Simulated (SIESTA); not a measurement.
ZrVSi:

```xyz
6
Lattice="3.6950 0.0000 0.0000 0.0000 3.6950 0.0000 0.0000 0.0000 7.2120" Properties=species:S:1:pos:R:3 pbc="T T T"
Zr    0.0000    1.8475    2.5963
Zr    1.8475    0.0000    4.6157
V     1.8475    1.8475    0.0000
V     0.0000    0.0000    0.0000
Si    0.0000    1.8475    5.3729
Si    1.8475    0.0000    1.8391
```

```yaml
Program: SIESTA 5.4.2
Task: single point
Functional: PBEsol
Potentials_or_basis: PseudoDojo 0.4 standard (PBEsol files)
Basis: DZP (energy shift 0.003 Ry; two zetas on semicore shells)
Grid_cutoff: 800 Ry
Energy_shift: 0.003 Ry
k_mesh: 7 × 7 × 4
Occupations: fermi-dirac, width 0.05 eV
Spin: collinear spin, ferromagnetic start
Starting_moments: "[0.0, 0.0, 2.0, 2.0, 0.0, 0.0] μB"
```

On this cell: pressure -4.6 GPa; largest force 0.775 eV/Å; net moment 0.00 μB per cell; band gap on the k mesh none (metal or under the smearing width).

The same run follows on a disturbed copy (atoms moved at random, drawn with an rms of 0.05 Å):

```xyz
6
Lattice="3.6950 0.0000 0.0000 0.0000 3.6950 0.0000 0.0000 0.0000 7.2120" Properties=species:S:1:pos:R:3 pbc="T T T"
Zr   -0.0373    1.8640    2.5745
Zr    1.8769   -0.0319    4.6272
V     1.8707    1.8248   -0.0809
V    -0.0315   -0.0115    0.0248
Si   -0.0159    1.8639    5.3721
Si    1.8214   -0.0043    1.8781
```

Problem. What changes?

Solution. The energy (extrapolated to zero smearing) moves by +21.7 meV/atom; pressure -4.2 GPa; largest force 1.315 eV/Å; net moment 0.00 μB per cell; band gap on the k mesh none (metal or under the smearing width).

Forces in eV/Å, atoms in the order of the input:
```
Zr   0.226 -0.290 -0.120
Zr  -0.495  0.465  0.159
V   -0.452  0.150  1.225
V    0.306 -0.008 -0.482
Si   0.463 -0.430  0.510
Si  -0.047  0.109 -1.293
```

Stress tensor (GPa, compression positive):
```
-3.67 -0.16  0.06
-0.16 -5.22 -0.38
 0.06 -0.38 -3.67
```

Caveats: the basis of atomic orbitals isn't converged, which shifts pressures, moduli and gaps.
